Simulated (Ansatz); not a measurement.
# InHCl (SMILES [Cl][InH]): UHF/3-21G

Aim: the electronic atomisation energy of InHCl at UHF/3-21G, from 4 runs. 

Program for the calculation: Ansatz 0.2.0.

38 further runs of the same task are left out: 38 set aside as unsound or not needed.

## 1. Starting point

The species is InHCl (3 atoms), meant as a doublet with charge 0. As SMILES, `[Cl][InH]`. The coordinates come from a PBE0-D4/def2-TZVP relaxation.

Bond lengths: Cl1–In2 2.365 Å, In2–H3 1.773 Å. Angles: Cl1–In2–H3 115.3°.

## 2. A single-point energy at UHF/3-21G

The input, molecule.yaml:

```yaml
crystal:
  periodic: [false, false, false]
  atoms:
    - {symbol: Cl, position_ang: [-1.649800, 0.396800, -0.867400]}
    - {symbol: In, position_ang: [0.409500, 0.542400, 0.286100]}
    - {symbol: H, position_ang: [1.229400, -1.003900, 0.568100]}
basis:
  gaussian: {orbitals: 3-21G-spherical.json}
magnetization: {spin_polarized: true, initial_magnetization: 1}
hamiltonian: {xc: hf}
accuracy: high
output: {orbitals: {seedname: orbitals}}
```

The basis set 3-21G is read from a file made from the Basis Set Exchange's data (not shown).

Run with:

```sh
ansatz run molecule.yaml --threads 1 --pin off --max-ram 3480MiB --events-out events.jsonl --progress --plain --runs-dir runs
```

The log of the run:

```text
Warning: RAYON_NUM_THREADS=1 ignored (pool sized by the plan → 1); use --threads N
Functional definition: HF
  name "HF"
  exchange = exact_x
  correlation = 0
892 factors; integrals over basis functions are off by at most 4.2e-9 eV
mean field evaluation 1: about -167965.2465 eV, gradient 9.5e0 eV
mean field evaluation 2: about -167965.2792 eV, gradient 9.5e0 eV
mean field evaluation 4: about -167966.2367 eV, gradient 1.2e0 eV
mean field evaluation 8: about -167966.2810 eV, gradient 8.9e-4 eV
mean field evaluation 16: about -167966.2808 eV, gradient 2.3e-8 eV
mean field -167966.28079171 eV, -6172.6469674610 hartree, gradient 2.3e-8 eV, S^2 0.762054; 0 other end points of the search recorded, 0 dependent functions left out
reference -167966.28079171 eV, -6172.6469674610 hartree; 34, 33 occupied and 12, 13 virtual orbitals, 892 factors
Total energy: -167966.28079171 eV, -6172.6469674610 hartree
```

Wall time 1.2 s (1 thread of Arm Neoverse V2, shared host); peak memory 0.14 GiB.

## 3. The Cl atom

The input, input.yaml:

```yaml
crystal:
  periodic: [false, false, false]
  atoms:
    - symbol: Cl
      position_ang: [0.000000, 0.000000, 0.000000]
basis:
  gaussian:
    orbitals: 3-21G.json
magnetization:
  spin_polarized: true
  initial_magnetization: 1
hamiltonian:
  xc: hf
accuracy: high
```

The basis set 3-21G is read from a file made from the Basis Set Exchange's data (not shown).

Run with:

```sh
ansatz run input.yaml --threads 1 --pin off --max-ram 3480MiB --events-out events.jsonl --progress --plain --runs-dir runs
```

The log of the run:

```text
Warning: RAYON_NUM_THREADS=1 ignored (pool sized by the plan → 1); use --threads N
Functional definition: HF
  name "HF"
  exchange = exact_x
  correlation = 0
77 factors; integrals over basis functions are off by at most 2.5e-9 eV
mean field evaluation 1: about -12443.0941 eV, gradient 2.3e0 eV
mean field evaluation 2: about -12443.0959 eV, gradient 2.2e0 eV
mean field evaluation 4: about -12443.1283 eV, gradient 2.2e-1 eV
mean field evaluation 8: about -12443.1289 eV, gradient 2.9e-3 eV
mean field evaluation 16: about -12443.1234 eV, gradient 6.8e-1 eV
mean field evaluation 32: about -12443.1289 eV, gradient 9.0e-3 eV
mean field -12443.12887118 eV, -457.2765517601 hartree, gradient 6.4e-8 eV, S^2 0.750372; 0 other end points of the search recorded, 0 dependent functions left out
reference -12443.12887118 eV, -457.2765517601 hartree; 9, 8 occupied and 4, 5 virtual orbitals, 77 factors
Total energy: -12443.12887118 eV, -457.2765517601 hartree
```

Wall time 0.45 s (1 thread of Arm Neoverse V2, shared host).

## 4. The H atom at the same level

The input, input.yaml:

```yaml
crystal:
  periodic: [false, false, false]
  atoms:
    - {symbol: H, position_ang: [0.000000, 0.000000, 0.000000]}
basis:
  gaussian: {orbitals: 3-21G.json}
magnetization: {spin_polarized: true, initial_magnetization: 1}
hamiltonian: {xc: hf}
accuracy: high
```

The basis set 3-21G is read from a file made from the Basis Set Exchange's data (not shown).

Run the same way, it converges to -0.49620 Eh (log not shown).

## 5. The In atom at the same level

The input, input.yaml:

```yaml
crystal:
  periodic: [false, false, false]
  atoms:
    - symbol: In
      position_ang: [0.000000, 0.000000, 0.000000]
basis:
  gaussian: {orbitals: 3-21G-spherical.json}
hamiltonian: {xc: hf}
magnetization: {spin_polarized: true, initial_magnetization: 1}
accuracy: high
```

The basis set 3-21G is read from a file made from the Basis Set Exchange's data (not shown).

Run the same way, it converges to -5714.72276 Eh (log not shown).

## 6. What came out

At UHF/3-21G:

| quantity | value |
| --- | --- |
| molecule: total energy | -6172.64697 Eh |
| molecule: HOMO energy (highest over α and β) | -8.57 eV |
| molecule: LUMO energy (lowest over α and β) | -0.16 eV |
| molecule: ⟨S²⟩ | 0.762 |
| Cl atom: total energy | -457.27655 Eh |
| Cl atom: ⟨S²⟩ | 0.750 |
| H atom: total energy | -0.49620 Eh |
| H atom: ⟨S²⟩ | 0.750 |
| In atom: total energy | -5714.72276 Eh |
| In atom: ⟨S²⟩ | 0.750 |
| electronic atomisation energy | 4.121 eV |

Taking the molecule apart into free atoms costs 4.12 eV (95 kcal/mol), before zero-point energy and without spin-orbit coupling. Hartree–Fock lacks the correlation of the bonding pairs, which as a rule makes this value much too low; in minimal bases other errors can mask that. The basis has no polarisation functions, which makes bonds too weak. Relativity is left out (molecule) although the molecule holds a heavy atom. Relativity is left out (In atom) although the molecule holds a heavy atom.
